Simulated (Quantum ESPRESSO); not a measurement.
# GaGe: zone-centre phonons under several settings

```
Ge Ga
1.0
     0.00000    2.89784    2.89784
     2.89784    0.00000    2.89784
     2.89784    2.89784    0.00000
Ge Ga
1 1
Direct
  0.00000 0.00000 0.00000
  0.25000 0.25000 0.25000
```

The cell comes from a database or a generator and needn't be the stable form of this composition.

All runs used Quantum ESPRESSO 7.5; k mesh 8 × 8 × 8; relaxed cell; no spin polarisation.

```csv
level,potentials,cutoff (eV),occupations,volume (Å³/atom),lowest optical mode without the field (cm⁻¹)
PBEsol,PseudoDojo 0.4.1 SR PBEsol standard,1088,"gaussian, width 0.136 eV",?,?
PBE,JTH 2.0 PBE,735,"cold, width 0.136 eV",24.51,199
LDA,JTH 2.0 LDA,735,"methfessel-paxton, width 0.2 eV",22.46,218
```

Question: What stands in the row left open?

Answer: Volume 23.24 Å³/atom; lowest optical mode without the field 206 cm⁻¹.
